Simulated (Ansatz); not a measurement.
# C₂H₃BrOSi: one species, many methods

An exercise on one series of results from a longer session: the logs are not shown, and one member is left open.

Method: functionals in def2-TZVPP, the program's frozen cores in correlated methods; program: Ansatz 0.2.0, Gaussian basis.

Levels to be run: LDA (SPW92), PBE-D4, revPBE-D4, BLYP-D4, r2SCAN-D4, B97M-V, PBE0-D4, B3LYP-D4, r2SCANh-D4, r2SCAN0-D4, HSE06-D4, BHLYP-D4, CAM-B3LYP-D4, LC-ωPBE, ωB97X-V, ωB97M-V, B2PLYP, PBE-QIDH; CCSD(T)/def2-SVP; CCSD(T)/def2-TZVPP; MP2/def2-QZVPP; extrapolation to the limit; RPA on PBE.

## The relaxed structure

All runs share one geometry, relaxed beforehand with PBE0-D4 in a triple-zeta def2 set.

SMILES `C#CO[SiH2]Br`, 8 atoms, charge 0, spin multiplicity 1.

Atoms are counted from 1 here; the program's logs count them from 0.

Bond lengths: C1–C2 1.198 Å, C1–H6 1.062 Å, C2–O3 1.295 Å, O3–Si4 1.676 Å, Si4–Br5 2.192 Å, Si4–H7 1.476 Å, Si4–H8 1.476 Å. Angles: C2–C1–H6 179.2°, C1–C2–O3 179.4°, C2–O3–Si4 119.6°, O3–Si4–Br5 105.5°, O3–Si4–H7 109.0°, O3–Si4–H8 109.0°, Br5–Si4–H7 110.0°, Br5–Si4–H8 110.0°, H7–Si4–H8 113.0°.

The first run:

Input file in.yaml:

```yaml
crystal:
  periodic: [false, false, false]
  atoms:
    - {symbol: C, position_ang: [-2.205060, -0.706616, 0.195354]}
    - {symbol: C, position_ang: [-1.274700, 0.019316, -0.013561]}
    - {symbol: O, position_ang: [-0.277122, 0.813216, -0.242017]}
    - {symbol: Si, position_ang: [1.289696, 0.241739, -0.079327]}
    - {symbol: Br, position_ang: [2.585995, 1.940173, -0.567373]}
    - {symbol: H, position_ang: [-3.039528, -1.338627, 0.377250]}
    - {symbol: H, position_ang: [1.507358, -0.173938, 1.319861]}
    - {symbol: H, position_ang: [1.505561, -0.852361, -1.045887]}
basis:
  gaussian: {orbitals: def2-TZVPP}
hamiltonian: {xc: lda}
output: {orbitals: {seedname: orbitals}}
```

Steps of the session up to this table: LDA; PBE-D4 (GGA); revPBE-D4 (GGA); BLYP-D4 (GGA); r2SCAN-D4 (meta-GGA); B97M-V (meta-GGA); PBE0-D4 (hybrid); B3LYP-D4 (hybrid); r2SCANh-D4 (hybrid); r2SCAN0-D4 (hybrid); HSE06-D4 (hybrid); BHLYP-D4 (hybrid); CAM-B3LYP-D4 (range-separated); LC-ωPBE (range-separated); ωB97X-V (range-separated); ωB97M-V (range-separated); B2PLYP (double hybrid); PBE-QIDH (double hybrid).

One table of the session follows, with a row left open; its other results are not shown here.

It belongs to the step «Frontier levels by functional». 

| functional | HOMO (eV) | gap (eV) |
| --- | --- | --- |
| LDA (SPW92) | -6.46 | 4.90 |
| PBE-D4 | -6.25 | 5.00 |
| revPBE-D4 | -6.18 | 5.06 |
| BLYP-D4 | -6.11 | 5.02 |
| r2SCAN-D4 | -6.50 | 5.61 |
| B97M-V | -6.51 | 5.50 |
| PBE0-D4 | -7.54 | 7.18 |
| B3LYP-D4 | -7.30 | 6.74 |
| r2SCANh-D4 | -6.98 | 6.39 |
| r2SCAN0-D4 | -7.71 | 7.56 |
| HSE06-D4 | ? | ? |
| BHLYP-D4 | -8.69 | 9.28 |
| CAM-B3LYP-D4 | -8.93 | 9.61 |
| LC-ωPBE | -10.33 | 12.19 |
| ωB97X-V | -9.93 | 11.65 |
| ωB97M-V | -9.83 | 11.28 |

Q: Estimate the row for HSE06-D4 from the others.

**Answer.** HOMO (eV): -7.13; gap (eV): 6.40. In the column «HOMO (eV)» it lies between B3LYP-D4 (-7.30) and r2SCANh-D4 (-6.98).
